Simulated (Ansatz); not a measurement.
**SiNH5 (SMILES [SiH3]N) at HF/STO-3G**

What is the electronic atomisation energy of SiNH5 at HF/STO-3G? 

The calculation is run with Ansatz 0.2.0.

55 further runs of the same task are left out: 55 set aside as unsound or not needed.

### Step 1. The system as given

The species is SiNH5 (7 atoms), meant as a singlet with charge 0. SMILES: `[SiH3]N`. The coordinates come from a PBE0-D4/def2-TZVP relaxation.

Bond lengths: Si1–N2 1.720 Å, Si1–H3 1.486 Å, Si1–H4 1.486 Å, Si1–H5 1.494 Å, N2–H6 1.007 Å, N2–H7 1.007 Å. Angles: Si1–N2–H6 119.6°, Si1–N2–H7 119.6°, N2–Si1–H3 107.9°, N2–Si1–H4 107.9°, N2–Si1–H5 116.0°, H6–N2–H7 110.7°, H3–Si1–H4 110.5°, H3–Si1–H5 107.3°, H4–Si1–H5 107.3°.

### Step 2. The energy at HF/STO-3G

Contents of input.yaml:

```yaml
basis:
  gaussian:
    orbitals: STO-3G
crystal:
  periodic: [false, false, false]
  atoms:
    - {symbol: Si, position_ang: [-0.413010, -0.292700, -0.422350]}
    - {symbol: "N", position_ang: [0.611760, 0.348670, 0.801280]}
    - {symbol: H, position_ang: [-0.018320, -1.706330, -0.653330]}
    - {symbol: H, position_ang: [-1.813170, -0.217090, 0.068940]}
    - {symbol: H, position_ang: [-0.367930, 0.402730, -1.743970]}
    - {symbol: H, position_ang: [0.391580, 1.238230, 1.219480]}
    - {symbol: H, position_ang: [1.609100, 0.226510, 0.729930]}
hamiltonian:
  xc: hf
accuracy: high
output: {orbitals: {seedname: orbitals}}
```

On the command line:

```
$ ansatz run input.yaml --threads 1 --pin off --max-ram 3480MiB --events-out events.jsonl --progress --plain --runs-dir runs
```

The log of the run:

```text
Warning: RAYON_NUM_THREADS=1 ignored (pool sized by the plan → 1); use --threads N
Functional definition: HF
  name "HF"
  exchange = exact_x
  correlation = 0
338 factors; integrals over basis functions are off by at most 8.9e-9 eV
mean field evaluation 1: about -9312.2716 eV, gradient 1.4e1 eV
mean field evaluation 2: about -9312.3062 eV, gradient 1.4e1 eV
mean field evaluation 4: about -9312.9802 eV, gradient 7.1e-1 eV
mean field evaluation 8: about -9312.9829 eV, gradient 1.6e-6 eV
mean field -9312.98286304 eV, -342.2458076503 hartree, gradient 8.8e-9 eV, S^2 0.000000; 0 other end points of the search recorded, 0 dependent functions left out
reference -9312.98286304 eV, -342.2458076503 hartree; 13, 13 occupied and 6, 6 virtual orbitals, 338 factors
Total energy: -9312.98286304 eV, -342.2458076503 hartree
```

It took 0.1 s on 1 thread of Arm Neoverse V2, shared host.

### Step 3. The H atom at the same level

Contents of in.yaml:

```yaml
crystal:
  periodic: [false, false, false]
  atoms:
    - symbol: H
      position_ang: [0.000000, 0.000000, 0.000000]
basis:
  gaussian:
    orbitals: STO-3G
magnetization:
  spin_polarized: true
  initial_magnetization: 1
hamiltonian:
  xc: hf
accuracy: high
```

On the command line:

```
$ ansatz run in.yaml --threads 1 --pin off --max-ram 3480MiB --events-out events.jsonl --progress --plain --runs-dir runs
```

The log of the run:

```text
Warning: RAYON_NUM_THREADS=1 ignored (pool sized by the plan → 1); use --threads N
[... 4 set-up lines as earlier in the session ...]
1 factors; integrals over basis functions are off by at most 4.6e-10 eV
mean field evaluation 1: about -12.6963 eV, gradient 0.0e0 eV
mean field evaluation 2: about -12.6963 eV, gradient 0.0e0 eV
mean field -12.69633895 eV, -0.4665818504 hartree, gradient 0.0e0 eV, S^2 0.750000; 0 other end points of the search recorded, 0 dependent functions left out
reference -12.69633895 eV, -0.4665818504 hartree; 1, 0 occupied and 0, 1 virtual orbitals, 1 factors
Total energy: -12.69633895 eV, -0.4665818504 hartree
```

Wall time 0.04 s (1 thread of Arm Neoverse V2, shared host).

### Step 4. The N atom at the same level

Contents of run.yaml:

```yaml
crystal:
  periodic: [false, false, false]
  atoms:
    - {symbol: "N", position_ang: [0.000000, 0.000000, 0.000000]}
basis:
  gaussian:
    orbitals: STO-3G
magnetization:
  spin_polarized: true
  initial_magnetization: 3
hamiltonian:
  xc: hf
accuracy: high
```

Run the same way, it converges to -53.71901 Eh (log not shown).

### Step 5. The Si atom at the same level

Contents of in.yaml:

```yaml
crystal:
  periodic: [false, false, false]
  atoms:
    - symbol: Si
      position_ang: [0.000000, 0.000000, 0.000000]
basis:
  gaussian: {orbitals: STO-3G}
accuracy: high
hamiltonian: {xc: hf}
magnetization: {spin_polarized: true, initial_magnetization: 2}
```

Run the same way, it converges to -285.46622 Eh (log not shown).

### Step 6. What came out

Level: HF/STO-3G.

| quantity | value |
| --- | --- |
| molecule: total energy | -342.24581 Eh |
| molecule: HOMO energy | -8.14 eV |
| molecule: LUMO energy | 13.69 eV |
| molecule: HOMO–LUMO gap | 21.83 eV |
| H atom: total energy | -0.46658 Eh |
| H atom: ⟨S²⟩ | 0.750 |
| N atom: total energy | -53.71901 Eh |
| N atom: ⟨S²⟩ | 3.750 |
| Si atom: total energy | -285.46622 Eh |
| Si atom: ⟨S²⟩ | 2.000 |
| electronic atomisation energy | 19.801 eV |

**Reading.** Taking the molecule apart into free atoms costs 19.80 eV (457 kcal/mol), before zero-point energy and without spin-orbit coupling. Hartree–Fock lacks the correlation of the bonding pairs, which as a rule makes this value much too low; in minimal bases other errors can mask that. In a minimal basis such a difference can be off by several eV, whatever the method.
